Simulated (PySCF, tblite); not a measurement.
**C6H11NSi: geometry, infrared bands and NMR shifts**

Aim: predict the infrared bands and NMR shifts of C6H11NSi (`C=C(C#N)C[SiH2]CC`).

Computed with tblite 0.8.0 and PySCF 2.14.0, with density-fitted response routines of our own, on a single molecule in the gas phase. Atoms are numbered from 0 throughout.

### Step 1. Starting geometry

19 atoms, charge 0, multiplicity 1; geometry from: force field or distance geometry start.

Bonds of the start (Å): C0–C1 1.34, C1–C2 1.45, C2–N3 1.14, C1–C4 1.51, C4–Si5 1.89, Si5–C6 1.87, C6–C7 1.52, C0–H8 1.08, C0–H9 1.08, C4–H10 1.09, C4–H11 1.10, Si5–H12 1.47, Si5–H13 1.48, C6–H14 1.10, C6–H15 1.09, C7–H16 1.10, C7–H17 1.10, C7–H18 1.10.

### Step 2. Relaxing the molecule with GFN2-xTB

What the job is given:

```
{"job": {"kind": "relax", "xc": "GFN2-xTB", "basis": "xTB"}, "charge": 0, "multiplicity": 1}
C      2.795500     0.421600    -1.479800
C      2.032100     0.155400    -0.406000
C      2.196600    -1.117600     0.261100
N      2.294000    -2.128800     0.785900
C      1.087000     1.170800     0.198400
Si    -0.744900     0.874900    -0.133400
C     -1.370200    -0.673400     0.699800
C     -2.866200    -0.905400     0.601600
H      2.726900     1.377000    -1.989400
H      3.483400    -0.301700    -1.882500
H      1.248200     1.230200     1.272900
H      1.326600     2.166900    -0.195800
H     -0.986200     0.794700    -1.584300
H     -1.498500     2.041300     0.380000
H     -1.100500    -0.629800     1.766200
H     -0.857500    -1.541700     0.287700
H     -3.146000    -1.833100     1.115900
H     -3.191600    -1.004800    -0.447300
H     -3.438600    -0.087400     1.060200
```

On the command line:

```
> OMP_NUM_THREADS=1 python probes_run.py task.json out
```

This one command runs all jobs of the session in turn.

**Question.** This job is followed by: GFN2-xTB harmonic vibrations, gas phase; GIAO PBE0/pcSseg-1 NMR shielding, non-relativistic, gas phase. What will the session give for the following? strongest single infrared mode (GFN2-xTB); zero-point energy (GFN2-xTB); 13C shifts against TMS (PBE0/pcSseg-1); 1H shifts against TMS (PBE0/pcSseg-1, means over atoms taken as alike); 15N shifts against NH3 (PBE0/pcSseg-1); 29Si shifts against TMS (PBE0/pcSseg-1).

The runs gave:

```
                                                              quantity                                     value
                             strongest single infrared mode (GFN2-xTB)                     2224 cm⁻¹, 424 km/mol
                                          zero-point energy (GFN2-xTB)                             93.6 kcal/mol
                                13C shifts against TMS (PBE0/pcSseg-1)  135.9, 129.5, 125.5, 24.8, 11.1, 6.6 ppm
1H shifts against TMS (PBE0/pcSseg-1, means over atoms taken as alike)    6.07, 5.91, 4.09, 1.88, 1.22, 1.17 ppm
                                15N shifts against NH3 (PBE0/pcSseg-1)                                 316.0 ppm
                               29Si shifts against TMS (PBE0/pcSseg-1)                                 -25.9 ppm
```

In words: Relaxing lowered the energy by 0.114 eV in 98 steps; the close pair that moved most is C4–Si5, from 1.885 to 1.921 Å. All 51 modes are real, so the xTB geometry is a minimum. The strongest single mode, at 2224 cm⁻¹, moves mainly H12. Unscaled tight-binding wavenumbers are off by several per cent, some by more. Its intensities can rank the bands wrongly. The most deshielded carbon is C0 (terminal =CH2 carbon), at 135.9 ppm: the olefinic region. At PBE0/pcSseg-1: Shielding is most anisotropic at N3 (span 416 ppm, paramagnetic term -390 ppm).
